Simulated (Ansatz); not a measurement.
**AlGa3Sb4: the band gap up the ladder of functionals**

An exercise on one series of results from a longer session: the logs are not shown, and one member is left open.

The runs shown are made with Ansatz 0.2.0. PAW datasets, plane waves. (Calculated; spin-unpolarised; the phase may be known or hypothetical.)

### Starting point

The cell was relaxed beforehand with r2SCAN.

It is cubic, P-43m (No. 215); conventional cell a = 6.144 Å, 28.99 Å³ an atom. Near Al stand 4 Sb at 2.67 Å; near Sb stand 3 Ga at 2.66 Å and 1 Al at 2.67 Å; near Ga stand 4 Sb at 2.66 Å.

Coordinates:

```
Al Sb Ga
1.0
     6.14427    0.00000    0.00000
     0.00000    6.14427    0.00000
     0.00000    0.00000    6.14427
Al Sb Ga
1 4 3
Direct
  0.00000 0.00000 0.00000
  0.25061 0.25061 0.25061
  0.74939 0.74939 0.25061
  0.74939 0.25061 0.74939
  0.25061 0.74939 0.74939
  0.50000 0.50000 0.00000
  0.50000 0.00000 0.50000
  0.00000 0.50000 0.50000
```

The first run:

Input file input.yaml:

```yaml
crystal:
  lattice:
    - [6.1442670937, 0.0, 0.0]
    - [0.0, 6.1442670937, 0.0]
    - [0.0, 0.0, 6.1442670937]
  atoms:
    - { symbol: Al, position: [0.0, 0.0, 0.0] }
    - { symbol: Sb, position: [0.2506060977, 0.2506060977, 0.2506060977] }
    - { symbol: Ga, position: [0.5, 0.5, 0.0] }
    - { symbol: Sb, position: [0.7493939023, 0.7493939023, 0.2506060977] }
    - { symbol: Ga, position: [0.5, 0.0, 0.5] }
    - { symbol: Sb, position: [0.7493939023, 0.2506060977, 0.7493939023] }
    - { symbol: Ga, position: [0.0, 0.5, 0.5] }
    - { symbol: Sb, position: [0.2506060977, 0.7493939023, 0.7493939023] }
kpoints:
  mp_grid: { grid: [4, 4, 4] }
  band_path:
    path:
      - [[0.0, 0.0, 0.0], [-3.65991656826e-51, 0.5, -6.269032801057e-34], [0.5, 0.5, -7.258366330237e-34], [0.0, 0.0, 0.0], [0.5, 0.5, 0.5], [-3.65991656826e-51, 0.5, -6.269032801057e-34]]
      - [[0.5, 0.5, 0.5], [0.5, 0.5, -7.258366330237e-34]]
    npoints: 10
hamiltonian:
  xc: pbe
scf:
  occupations: { method: fermi_dirac, width: 0.02 }
  n_extra_bands: 6
output:
  forces: true
  stress: true
  eigenvalues: true
  write_density: true
  write_potential: true
  elf: true
  volumetric_format: npy
```

The run is started by

```sh
$ ansatz run input.yaml --threads 4 --pin off --max-ram 6451MiB --backend cpu --events-out ev --progress --plain --runs-dir out
```

Steps of the session up to this table: PBE bands along the symmetry lines; Single point with r2SCAN; HSE06 at the same geometry; PBE+SOC; PBE0 at the same geometry.

One table of the session follows, with a row left open; its other results are not shown here.

| level | gap (eV) |
| --- | --- |
| PBE | 0.27 |
| r2SCAN | 0.69 |
| HSE06 | 1.08 |
| PBE+SOC | ? |
| PBE0 | 1.73 |

Q: Estimate the row for PBE+SOC from the others.

As computed: gap (eV): 0.06. In the column «gap (eV)» it is the lowest.

Meshes: PBE 4×4×4, r2SCAN 4×4×4, HSE06 2×2×2, PBE+SOC 4×4×4, PBE0 2×2×2

Against HSE06, PBE is short by 0.81 eV, at 25 % of it, and r2SCAN 64 %. PBE0 lies 0.65 eV above HSE06, which differs from it by screening the long-range exchange.

Caveats from the session: Warnings in the runs' records: stress scf threshold loose, stress exchange threshold loose.
